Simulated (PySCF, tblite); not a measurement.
# C₅H₉BN₂S: geometry, infrared bands and NMR shifts

Wanted: the infrared bands and NMR shifts of C₅H₉BN₂S (`[H]/N=C\CSB(N)C#CC`), by calculation.

Programs: tblite 0.8.0 and PySCF 2.14.0, with density-fitted response routines of our own. Each step states its level of theory. These are calculated values for one molecule in the gas phase, unless marked as measured. Atoms count from 0, in the outputs and in this text.

### Step 1. The starting structure

18 atoms, charge 0, multiplicity 1; geometry from: force field or distance geometry start.

Bonds of the start (Å): C0–C1 1.47, C1–C2 1.20, C2–B3 1.53, B3–N4 1.53, B3–S5 1.89, S5–C6 1.82, C6–C7 1.50, C7–N8 1.28, C0–H9 1.11, C0–H10 1.10, C0–H11 1.11, N4–H12 1.05, N4–H13 1.03, C6–H14 1.11, C6–H15 1.10, C7–H16 1.09, N8–H17 1.02.

### Step 2. Geometry optimisation with GFN2-xTB

The job: settings as JSON, then the geometry in Å.

```
{"job": {"kind": "relax", "xc": "GFN2-xTB", "basis": "xTB"}, "charge": 0, "multiplicity": 1}
C      3.693700     0.908700    -0.568800
C      2.503800     0.248500    -0.020600
C      1.548300    -0.309100     0.451100
B      0.302700    -0.994700     1.020900
N      0.283300    -2.517700     1.181200
S     -1.186200     0.025600     1.577800
C     -1.990100    -0.009600    -0.057000
C     -3.261800     0.775900    -0.003200
N     -3.258600     2.043200     0.150100
H      4.309200     1.303000     0.262300
H      4.270000     0.184400    -1.168800
H      3.357500     1.747700    -1.215500
H     -0.546600    -2.864900     0.649000
H      0.114200    -2.726600     2.179400
H     -2.226200    -1.055800    -0.323400
H     -1.323400     0.421800    -0.814600
H     -4.213600     0.259000    -0.129300
H     -2.385100     2.567100     0.257900
```

On the command line:

```
> OMP_NUM_THREADS=1 python probes_run.py task.json out
```

This one command runs all jobs of the session in turn.

**Question.** This job is followed by: GFN2-xTB harmonic vibrations, gas phase; GIAO PBE0/pcSseg-1 NMR shielding, non-relativistic, gas phase. What will the session give for the following? strongest single infrared mode (GFN2-xTB); zero-point energy (GFN2-xTB); ¹³C shifts against TMS (PBE0/pcSseg-1); ¹H shifts against TMS (PBE0/pcSseg-1, means over atoms taken as alike); ¹¹B shifts against BF3·OEt2 (PBE0/pcSseg-1); ¹⁵N shifts against NH3 (PBE0/pcSseg-1); ³³S shifts against CS2 (PBE0/pcSseg-1).

As calculated:

```
                                                              quantity                              value
                             strongest single infrared mode (GFN2-xTB)              1742 cm⁻¹, 203 km/mol
                                          zero-point energy (GFN2-xTB)                      85.2 kcal/mol
                                ¹³C shifts against TMS (PBE0/pcSseg-1)  172.9, 118.8, 87.7, 47.2, 6.1 ppm
¹H shifts against TMS (PBE0/pcSseg-1, means over atoms taken as alike)  10.81, 7.80, 3.63, 3.40, 2.22 ppm
                           ¹¹B shifts against BF3·OEt2 (PBE0/pcSseg-1)                           30.3 ppm
                                ¹⁵N shifts against NH3 (PBE0/pcSseg-1)                    360.6, 98.4 ppm
                                ³³S shifts against CS2 (PBE0/pcSseg-1)                            -29 ppm
```

What this shows: Relaxing lowered the energy by 1.623 eV in 196 steps; the close pair that moved most is B3–N4, from 1.532 to 1.390 Å. The lowest mode is imaginary (26i cm⁻¹), so the xTB geometry is not a minimum. The strongest single mode, at 1742 cm⁻¹, moves mainly C7 and N8. GFN2-xTB is a fitted tight-binding method: band positions and strengths are rough. Its intensities can rank the bands wrongly. At PBE0/pcSseg-1: The widest tensor belongs to N8: span 632 ppm, with a paramagnetic part of -415 ppm.
